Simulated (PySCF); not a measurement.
# BSe: bond curves at several levels of theory

Aim: find the lowest electronic state of BSe, scan its bond at several levels of theory, and get bond length, wavenumber and dissociation energy from each curve.

Method: B aug-pcseg-1, Se aug-pcseg-1, no relativity; program: PySCF 2.14.0.

## 1. Input

The job is set up so:

| Quantity | Value |
| --- | --- |
| atoms | B, Se |
| charge | 0 |
| basis | B aug-pcseg-1, Se aug-pcseg-1 |
| Hamiltonian | no relativity |
| basis functions | 59 |
| electrons treated | 39 |
| masses in u | 11.0093, 79.9165 |
| levels | PBE0, PBE, r²SCAN, TPSS, BP86, BHandHLYP, CAM-B3LYP, HF, MP2, SCS-MP2, CCSD, CCSD(T) |
| grid | 80 radial by 434 angular points |
| occupations | held fixed by the projection of orbital angular momentum |
| dissociation limit | B + Se, each in its ground configuration |
| starting distance in angstrom | 1.930 |
| values of 2S to try | 1, 3 |

Started as:

```
$ OMP_NUM_THREADS=1 python dia.py task.json out
```

The runs that follow: The PBE0 curve of the state that the search chose; Excited determinants; PBE (GGA); r²SCAN; TPSS; BP86 (GGA); BHandHLYP (global hybrid GGA); CAM-B3LYP; ROHF; MP2 and coupled cluster.

Q: Predict the outcome of this session. Wanted: for each run, Re; ωe; De; μ.

The runs gave:

Lowest PBE0 solution found, without spin–orbit coupling: ²Σ⁺ (doublet), unpaired electrons σ ↑. State 2 has its PBE0 minimum 1.65 eV higher. State 3 has its PBE0 minimum 3.15 eV higher. The other levels ran on the lowest alone.

```csv
level,Re (Å),ωe (cm⁻¹),De (eV),μ (D)
ROHF,1.735,1035,3.25,-1.41
ROHF-MP2,1.754,992,4.84,n/a
ROHF-SCS-MP2,1.754,989,4.56,n/a
ROHF-CCSD,1.754,981,4.31,n/a
ROHF-CCSD(T),1.764,956,4.55,n/a
PBE,1.760,954,5.35,-0.36
BP86,1.763,946,5.25,-0.42
TPSS,1.758,957,5.11,-0.45
r²SCAN,1.748,986,5.29,-0.62
PBE0,1.745,993,5.06,-0.59
BHandHLYP,1.738,1004,4.47,-0.83
CAM-B3LYP,1.739,1001,4.72,-0.66
```

De is counted to B + Se in their ground configurations. A positive dipole means B(−)Se(+).

Differences from CCSD(T) in the same basis:

```
       level  Re (mÅ)  ωe (%)
        ROHF      -29    +8.3
    ROHF-MP2      -10    +3.8
ROHF-SCS-MP2      -10    +3.4
   ROHF-CCSD      -10    +2.7
         PBE       -3    -0.2
        BP86       -1    -1.1
        TPSS       -6    +0.1
      r²SCAN      -15    +3.2
        PBE0      -19    +3.9
   BHandHLYP      -25    +5.1
   CAM-B3LYP      -25    +4.7
```

What this shows: Against CCSD(T) in the same basis, the bond length is nearest at BP86 (-1 mÅ) and farthest at ROHF (-29 mÅ); the wavenumber is nearest at TPSS (+0.1 %) and farthest at ROHF (+8.3 %). Hartree–Fock falls on the short and stiff side, its usual fault. CCSD(T) in a basis this small is itself some way from its limit, more so than the functionals. Of the levels with a De here, ROHF gives the least (3.25 eV) and PBE the most (5.35 eV).

Correlated steps freeze 10 core orbitals.
